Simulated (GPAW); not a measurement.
Runs of GPAW 26.7.0 on CuF. Symmetry: P4/mmm, No. 123, tetragonal system. The conventional cell has a = 2.294 Å, b = 2.294 Å, c = 3.172 Å, α = 90.00°, β = 90.00°, γ = 90.00°. Cu (site symmetry 4/mmm) is surrounded by 8 F at 2.27 Å and 4 Cu at 2.29 Å. F (site symmetry 4/mmm) has 8 Cu at 2.27 Å and 4 F at 2.29 Å as nearest neighbours. The cell was built by a generator and needn't be a form met in nature.

| task | level | potentials or basis | cell | k mesh | smearing | convergence | supercell | supercell k mesh | displacement | relaxed first | mesh quality | gap on the mesh (eV) | pressure (GPa) |
| --- | --- | --- | --- | --- | --- | --- | --- | --- | --- | --- | --- | --- | --- |
| phonons | PBEsol | PAW data sets generated in the run's folder for this functional, pw | atoms relaxed | 10 × 10 × 7 | fermi-dirac 0.05 eV | density=1e-06 eigenstates=1e-09 | 1 × 1 × 1 | 10 × 10 × 7 | 0.02 | ions | not flagged | none | 39.5 |
| electron localisation function | PBE | GPAW PAW data sets (gpaw-data 1.2.1), pw | P4/mmm, 10.43 Å³/atom | 7 × 7 × 5 | fermi-dirac 0.01 eV | - | - | - | - | - | coarse | none | (a) |
| phonons | PBEsol | PAW data sets generated in the run's folder for this functional, pw | atoms relaxed | 9 × 9 × 7 | fermi-dirac 0.05 eV | density=1e-06 eigenstates=1e-09 | 1 × 1 × 1 | 9 × 9 × 7 | 0.02 | ions | not flagged | none | -8.1 |
| Fermi surface | PBE+D4 | GPAW PAW data sets (gpaw-data 1.2.1), pw | P4/mmm, 10.43 Å³/atom | 7 × 7 × 5 | fermi-dirac 0.01 eV | - | - | - | - | - | coarse | none | 0.7 |

Alike in all rows: no spin polarisation; cutoff (eV) 680.

Question: Fill in the values left out.

Answer: (a) 4.0.

Caveats: some runs use coarse meshes; with this Cu data set, volumes or pressures lay over 1.5 % or 2 GPa off other programs in two to four cells of ten; the cutoff is short for stress and forces, so pressures can be off by a GPa or more; the run has no spin polarisation, though such a crystal can be magnetic; semilocal functionals often make such compounds metallic where correlation or magnetic order opens a gap, which also shifts bond lengths; the cell is more than 3 GPa from zero pressure, which shifts response properties (some runs); some modes are imaginary (some runs); pairwise dispersion overbinds metals, which lowers pressure and volume (some runs).

A gap of «none» marks a metal or a gap under the smearing width.
